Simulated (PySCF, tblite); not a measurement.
**Si3H6O2 (triplet), a small gas-phase stand-in for a defect centre: EPR parameters**

Wanted: the EPR parameters for `[SiH3]O[Si]O[SiH3]`. It is drawn as: twofold Si.

Computed with tblite 0.8.0 and PySCF 2.14.0; each step states its level. No surroundings beyond the atoms listed, unless a continuum is named. Atoms count from 0, parts from 1.

## (1) Starting point

11 atoms, charge 0, multiplicity 3; geometry: distance geometry start.

## (2) Geometry optimisation with GFN2-xTB

Job settings and geometry (Å):

```
{"job": {"kind": "relax", "xc": "GFN2-xTB", "basis": "xTB"}, "charge": 0, "multiplicity": 3}
Si     0.054027    -1.669140    -0.818024
O      1.557054    -0.997682    -1.461341
Si     2.936162    -0.417089    -0.483411
O     -1.475736    -2.068512    -0.039588
Si    -1.762476    -1.981574     1.708176
H      4.074213    -0.279920    -1.302025
H      2.595606     0.855628     0.060713
H      3.212829    -1.327129     0.547099
H     -1.671509    -3.277485     2.280097
H     -0.824174    -1.146217     2.321657
H     -3.066697    -1.479698     1.946542
```

With the program's defaults for keys left out, this is: GFN2-xTB geometry optimisation, gas phase.

Command:

```bash
> OMP_NUM_THREADS=1 python cluster_run.py task.json out
```

One launch serves the whole session: the jobs run in the order shown.

What it wrote:

```text
step      E/eV     max force
  0    -445.65230    3.028
  1    -446.12571    2.088
  2    -446.37905    1.710
  3    -446.49079    1.311
  4    -446.82011    1.021
  5    -446.89836    1.087
  6    -446.98486    0.567
  7    -447.01051    0.533
  8    -447.04767    0.733
  9    -447.11673    1.169
 10    -447.17400    0.798
 11    -447.19583    0.280
 12    -447.20180    0.238
 13    -447.21081    0.259
 14    -447.21892    0.353
 15    -447.22782    0.298
 16    -447.23395    0.197
 17    -447.23806    0.188
 18    -447.24080    0.146
 19    -447.24239    0.106
 20    -447.24297    0.054
 21    -447.24319    0.054
 22    -447.24341    0.055
 23    -447.24380    0.057
 24    -447.24447    0.089
 25    -447.24561    0.135
 26    -447.24727    0.164
 27    -447.24921    0.148
 28    -447.25136    0.103
 29    -447.25222    0.076
 30    -447.25263    0.063
 31    -447.25296    0.061
 32    -447.25350    0.074
 33    -447.25435    0.099
 34    -447.25525    0.093
 35    -447.25582    0.059
 36    -447.25608    0.044
 37    -447.25633    0.058
 38    -447.25686    0.088
 39    -447.25782    0.122
 40    -447.25893    0.115
 41    -447.25957    0.054
 42    -447.25983    0.037
 43    -447.26002    0.042
 44    -447.26038    0.055
 45    -447.26108    0.101
 46    -447.26233    0.150
 47    -447.26356    0.159
 48    -447.26444    0.102
 49    -447.26498    0.040
 50    -447.26515    0.038
 51    -447.26539    0.041
 52    -447.26571    0.048
 53    -447.26612    0.056
 54    -447.26640    0.034
 55    -447.26653    0.023
 56    -447.26659    0.019
 57    -447.26665    0.029
 58    -447.26678    0.040
 59    -447.26702    0.043
 60    -447.26732    0.037
 61    -447.26756    0.030
 62    -447.26769    0.029
 63    -447.26780    0.031
 64    -447.26797    0.040
 65    -447.26837    0.051
 66    -447.26930    0.099
 67    -447.27113    0.178
 68    -447.27366    0.230
 69    -447.27711    0.201
 70    -447.28011    0.115
 71    -447.28201    0.127
 72    -447.28427    0.151
 73    -447.28512    0.190
 74    -447.28801    0.132
 75    -447.29104    0.118
 76    -447.29329    0.127
 77    -447.29448    0.117
 78    -447.29519    0.083
 79    -447.29617    0.120
 80    -447.29701    0.068
 81    -447.29764    0.082
 82    -447.29798    0.069
 83    -447.29849    0.067
 84    -447.29896    0.047
 85    -447.29924    0.046
 86    -447.29947    0.049
 87    -447.29965    0.046
 88    -447.29983    0.032
 89    -447.30002    0.037
 90    -447.30020    0.034
 91    -447.30036    0.035
 92    -447.30050    0.030
 93    -447.30062    0.029
 94    -447.30072    0.025
 95    -447.30083    0.032
 96    -447.30100    0.045
 97    -447.30126    0.056
 98    -447.30157    0.058
 99    -447.30182    0.047
100    -447.30196    0.036
101    -447.30204    0.032
102    -447.30212    0.032
103    -447.30224    0.038
104    -447.30236    0.040
105    -447.30246    0.029
106    -447.30251    0.022
107    -447.30255    0.017
108    -447.30257    0.014
109    -447.30259    0.011
110    -447.30261    0.017
111    -447.30264    0.022
112    -447.30269    0.027
113    -447.30277    0.030
114    -447.30288    0.029
115    -447.30299    0.031
116    -447.30310    0.043
117    -447.30327    0.062
118    -447.30356    0.081
119    -447.30404    0.092
120    -447.30466    0.084
121    -447.30532    0.059
122    -447.30578    0.040
123    -447.30600    0.043
124    -447.30596    0.068
125    -447.30632    0.031
126    -447.30647    0.023
127    -447.30674    0.032
128    -447.30681    0.022
129    -447.30686    0.016
130    -447.30691    0.019
131    -447.30693    0.014
132    -447.30695    0.013
133    -447.30696    0.010
134    -447.30697    0.010
135    -447.30699    0.011
136    -447.30700    0.010
137    -447.30701    0.012
138    -447.30702    0.011
139    -447.30703    0.008
```

It took 3.6 s on 1 thread of Arm Neoverse V1, shared host.

Relaxation path:

```csv
step,energy from step 0 (eV),largest force (eV/Å)
0,0.0000,3.0286
5,-1.2461,1.0871
10,-1.5217,0.7988
15,-1.5755,0.2986
20,-1.5907,0.0540
25,-1.5933,0.1347
30,-1.6003,0.0631
35,-1.6035,0.0586
40,-1.6066,0.1149
45,-1.6088,0.1014
50,-1.6128,0.0382
55,-1.6142,0.0230
60,-1.6150,0.0367
65,-1.6161,0.0514
70,-1.6278,0.1156
75,-1.6387,0.1177
80,-1.6447,0.0674
85,-1.6469,0.0465
90,-1.6479,0.0330
95,-1.6485,0.0319
100,-1.6497,0.0358
105,-1.6502,0.0279
110,-1.6503,0.0166
115,-1.6507,0.0307
120,-1.6524,0.0835
125,-1.6540,0.0305
130,-1.6546,0.0188
135,-1.6547,0.0107
139,-1.6547,0.0081
```

Close pairs (by a distance rule), those that changed most:

```csv
bond,before (Å),after (Å),change (Å)
O1–Si2,1.788,1.630,-0.158
O3–Si4,1.773,1.630,-0.143
Si0–O1,1.767,1.626,-0.142
Si0–O3,1.762,1.626,-0.136
Si4–H9,1.398,1.465,+0.067
Si2–H7,1.402,1.465,+0.063
Si2–H5,1.409,1.456,+0.047
Si4–H8,1.419,1.465,+0.046
```

## (3) Optimising the geometry at PBE0-D3(BJ)/def2-SVP

Job settings and geometry (Å):

```
{"job": {"xc": "PBE0", "basis": "def2-SVP", "d3": "d3bj", "grid": 2, "kind": "geom", "shake": 0.01}, "charge": 0, "multiplicity": 3}
Si    -0.781604    -0.229326    -1.844846
O      0.765244     0.167931    -1.684402
Si     1.921259     0.468986    -0.596951
O     -1.695233    -0.426464    -0.535411
Si    -1.723687    -0.421258     1.087323
H      3.066777     0.718483    -1.477371
H      1.570229     1.627316     0.225869
H      2.115026    -0.692060     0.276177
H     -0.744685    -1.386179     1.603302
H     -1.345137     0.917845     1.579371
H     -3.115501    -0.773774     1.377237
```

What it wrote:

```text
step   0  E = -1021.61624528  max force = 0.037838
step   1  E = -1021.62684885  max force = 0.003370
step   2  E = -1021.62711987  max force = 0.001118
step   3  E = -1021.62713481  max force = 0.000407
optimisation converged
```

It took 47 s on 1 thread of Arm Neoverse V1, shared host; peak memory 0.58 GiB.

The steps of the relaxation:

```csv
step,energy from step 0 (eV),largest force component (eV/Å)
0,0.0000,1.9457
1,-0.2885,0.1733
2,-0.2959,0.0575
3,-0.2963,0.0209
```

Distances of close pairs at the start and the end, largest changes first:

```csv
bond,before (Å),after (Å),change (Å)
Si0–O1,1.605,1.658,+0.053
Si0–O3,1.609,1.657,+0.048
O1–Si2,1.615,1.662,+0.046
O3–Si4,1.623,1.661,+0.038
Si2–H6,1.464,1.495,+0.031
Si2–H7,1.466,1.495,+0.029
Si4–H8,1.468,1.495,+0.027
Si4–H10,1.465,1.489,+0.024
```

The next job starts from the end point, and lists it.

```csv
at the end point,value
point group (found at 0.08 Å tolerance),C2v
"rotational constants (GHz, main isotopes)","3.817, 1.367, 1.031"
dipole moment (D),0.58
⟨S²⟩,2.002
```

## (4) g tensor and hyperfine couplings: B3LYP/IGLO-III+pcH-1

Job settings and geometry (Å):

```
{"job": {"kind": "epr"}, "charge": 0, "multiplicity": 3}
Si    -0.816943    -0.246033    -1.910987
O      0.778584     0.170208    -1.739688
Si     2.005551     0.489514    -0.665475
O     -1.745352    -0.437642    -0.552048
Si    -1.810888    -0.439633     1.107590
H      3.240009     0.774109    -1.446766
H      1.652589     1.670253     0.180350
H      2.226302    -0.688602     0.227867
H     -0.853477    -1.446477     1.658921
H     -1.442526     0.908598     1.636896
H     -3.201230    -0.782763     1.513647
```

Level: UKS B3LYP, IGLO-III on O Si, pcH-1 on H, non-relativistic, mean-field spin-orbit, GIAO.

What it wrote:

```text
UKS, coarse grid
  cycle   1  E = -1022.49353850  |g| = 8.25e-01
  cycle   2  E = -1021.77287048  |g| = 1.58e+00
  cycle   3  E = -1022.71926743  |g| = 9.77e-02
  cycle   4  E = -1022.72306598  |g| = 2.95e-02
  cycle   5  E = -1022.72333565  |g| = 7.81e-03
  cycle   6  E = -1022.72335136  |g| = 5.44e-03
  cycle   7  E = -1022.72336099  |g| = 1.02e-03
  cycle   8  E = -1022.72336182  |g| = 2.60e-04
UKS, final grid
  cycle   1  E = -1022.72335981  |g| = 3.00e-04
  cycle   2  E = -1022.72335976  |g| = 4.89e-04
  cycle   3  E = -1022.72335984  |g| = 6.27e-05
  cycle   4  E = -1022.72335984  |g| = 1.28e-05
E = -1022.72335984 Eh   <S^2> = 2.0015 (exact 2.0000)
g shifts (ppm)      1          2          3
  rmc          -180       -180       -180
  gc             40         26         57
  oz_so       -3424      -1916       -384
  total       -3565      -2070       -507
hyperfine (MHz)  atom isotope    a_iso     a_fc   dipolar eigenvalues
    0  29Si    -971.86    -973.46    -77.51      5.03     72.48
    1   17O     -63.64     -63.64     -6.02     -5.50     11.52
    2  29Si      -6.97      -7.01     -3.69      1.26      2.43
    3   17O     -63.95     -63.95     -6.10     -5.39     11.49
    4  29Si      -7.09      -7.12     -3.71      1.28      2.43
    5    1H       1.20       1.20     -1.05     -1.00      2.05
    6    1H       2.22       2.22     -1.26     -0.97      2.23
    7    1H       2.12       2.12     -1.28     -0.98      2.26
    8    1H       2.26       2.26     -1.27     -0.97      2.24
    9    1H       2.38       2.38     -1.25     -0.96      2.21
   10    1H       0.96       0.96     -1.06     -1.00      2.06
zero-field splitting (cm-1)  D = -0.1610  E = -0.0233  (spin-spin -0.2637, spin-orbit -0.1296)
```

Wall time 96 s (1 thread of Arm Neoverse V1, shared host); peak memory 0.91 GiB.

Principal g values 1.99875, 2.00025, 2.00181; g(iso) = 2.00027, against 2.00232 for a free electron.

Mean a(iso) over the nuclei that a row names, and the largest dipolar term of the row (other rows stand at the frozen geometry):

```csv
nuclei,isotope,a(iso) (MHz),"a(iso) (G, at g = 2.0023)",largest dipolar term (MHz)
Si0,29Si,-971.9,-346.8,-77.5
O3,17O,-64.0,-22.8,11.5
O1,17O,-63.6,-22.7,11.5
"Si2, Si4",29Si,-7.0,-2.5,-3.7
"H6, H7, H8, H9",1H,2.2,0.8,2.3
"H5, H10",1H,1.1,0.4,2.1
```

Zero-field splitting: D = -0.161 cm⁻¹ (spin-spin -0.264, spin-orbit -0.130), E = -0.023 cm⁻¹.

The parts don't add up to D because each tensor has axes of its own, and they are summed before the axes are found.

Mulliken spin populations:

```csv
atom,value (e)
Si0,1.83
O1,0.05
Si2,0.03
O3,0.05
Si4,0.03
H5,0.00
H6,0.00
H7,0.00
H8,0.00
H9,0.00
H10,0.00
```

The fields below are evaluated on a grid from the run's orbitals.

ELF in a plane through or near 7 of the atoms.

Ten even steps from '0' (0.00) to '9' (1.00):
```
0000000000000000000000000000
0000000000001221000000000000
0000000000014664100000000000
0000000000026886200000000000
0000000001014234101000000000
0000000036650871566200000000
0000000048885445888300000000
0002773028348338548204883000
0008999627886227887269998000
0019999901353003632199999100
0019999947211001118389999100
0009999702131001312079999000
0004886312431001343125884000
0000000001110000111000000000
0000000000000000000000000000
0000000000000000000000000000
0000000000000000000000000000
0000000000000000000000000000
0000000000000000000000000000
0000000000000000000000000000
```
The map spans 12.5 Å across and 9.4 Å up, centred on the molecule. Atoms in the plane (x, y in Å): Si0 (0.0, 2.1), O1 (-1.4, 1.3), Si2 (-2.2, -0.2), O3 (1.4, 1.2), Si4 (2.2, -0.2), H5 (-3.6, -0.1), H10 (3.6, 0.0).

On the surface of density 0.002 e/bohr³ the electrostatic potential runs, from the 1st to the 99th percentile, from -0.50 V near O1 to 1.63 V near Si4.

The spin density lies nearest to Si0 80 %; O1, O3 about 8 % each.

## (5) EPR parameters: BHandHLYP/IGLO-III+pcH-1

The job, as its differences from that of step 4:

```diff
@@ -1,2 +1,2 @@
-{"job": {"kind": "epr"}, "charge": 0, "multiplicity": 3}
+{"job": {"kind": "epr", "xc": "BHandHLYP"}, "charge": 0, "multiplicity": 3}
 Si    -0.816943    -0.246033    -1.910987
```

Level: UKS BHandHLYP, IGLO-III on O Si, pcH-1 on H, non-relativistic, mean-field spin-orbit, GIAO.

What it wrote:

```text
UKS, coarse grid
  cycle   1  E = -1022.41587658  |g| = 6.75e-01
  cycle   2  E = -1022.31861339  |g| = 8.70e-01
  cycle   3  E = -1022.58262550  |g| = 5.28e-02
  cycle   4  E = -1022.58417711  |g| = 1.50e-02
  cycle   5  E = -1022.58431748  |g| = 2.84e-03
  cycle   6  E = -1022.58433300  |g| = 9.98e-04
  cycle   7  E = -1022.58433389  |g| = 4.46e-04
UKS, final grid
  cycle   1  E = -1022.58433093  |g| = 4.37e-04
  cycle   2  E = -1022.58433090  |g| = 5.66e-04
  cycle   3  E = -1022.58433101  |g| = 5.16e-05
  cycle   4  E = -1022.58433101  |g| = 2.46e-05
E = -1022.58433101 Eh   <S^2> = 2.0024 (exact 2.0000)
g shifts (ppm)      1          2          3
  rmc          -182       -182       -182
  gc             42         27         56
  oz_so       -3096      -1803       -452
  total       -3237      -1959       -579
hyperfine (MHz)  atom isotope    a_iso     a_fc   dipolar eigenvalues
    0  29Si    -998.96   -1000.51    -79.82      5.19     74.63
    1   17O     -67.63     -67.63     -6.12     -5.12     11.25
    2  29Si      -5.95      -5.98     -3.37      1.28      2.09
    3   17O     -67.93     -67.92     -6.18     -5.03     11.22
    4  29Si      -6.07      -6.10     -3.39      1.30      2.09
    5    1H       1.04       1.04     -1.03     -0.99      2.02
    6    1H       1.62       1.61     -1.23     -0.99      2.22
    7    1H       1.52       1.52     -1.25     -1.00      2.25
    8    1H       1.65       1.65     -1.24     -0.99      2.23
    9    1H       1.75       1.75     -1.22     -0.98      2.20
   10    1H       0.85       0.85     -1.03     -1.00      2.03
zero-field splitting (cm-1)  D = -0.2133  E = -0.0218  (spin-spin -0.2744, spin-orbit 0.0611)
```

Wall time 98 s (1 thread of Arm Neoverse V1, shared host); peak memory 0.91 GiB.

In short: g(iso) 2.00039.

## (6) Run by run: EPR parameters

g, ⟨S²⟩ and isotropic hyperfine couplings (MHz), with basis size and wall time:

```csv
run,g(iso),⟨S²⟩,29Si Si0,17O O3,17O O1,29Si Si2 (mean),1H H6 (mean),functions,time
B3LYP/IGLO-III+pcH-1,2.00027,2.002,-971.9,-64.0,-63.6,-7.0,2.2,262,96 s
BHandHLYP/IGLO-III+pcH-1,2.00039,2.002,-999.0,-67.9,-67.6,-6.0,1.6,262,98 s
```

## (7) Summary of results

```
                                                                  quantity                    value
                                                               point group                      C2v
                                      rotational constants (main isotopes)     3.82, 1.37, 1.03 GHz
                                                              D, E (B3LYP)      -0.161, -0.023 cm⁻¹
                                                            g(iso) (B3LYP)                  2.00027
                                                                      ⟨S²⟩       2.002 (exact 2.00)
                                        largest a(iso) (averaged by class)  29Si on Si0, -971.9 MHz
potential on the surface of density 0.002 e/bohr³, 1st and 99th percentile       -0.50 V and 1.63 V
```

**Reading.** The start of the PBE0/def2-SVP relaxation was shaken at random by about 0.01 Å, so part of the energy gained, and of the first lengths quoted, undoes that. The optimisation took 3 steps and gained 0.296 eV; among the close pairs (by a distance rule), Si0–O1 changed most, from 1.605 to 1.658 Å (PBE0/def2-SVP). Si0 carries the largest spin population, 1.83 e. The isotropic g lies 2.0 ppt below the free-electron value. The coupling of 29Si on Si0 runs from -999.0 (BHandHLYP/IGLO-III+pcH-1) to -971.9 MHz (B3LYP/IGLO-III+pcH-1). The triplet was assumed; the singlet may lie lower. A capped cluster stands for the solid here, so long-range fields and strain are missing, and bands or shifts of the capping hydrogens have no counterpart in it.
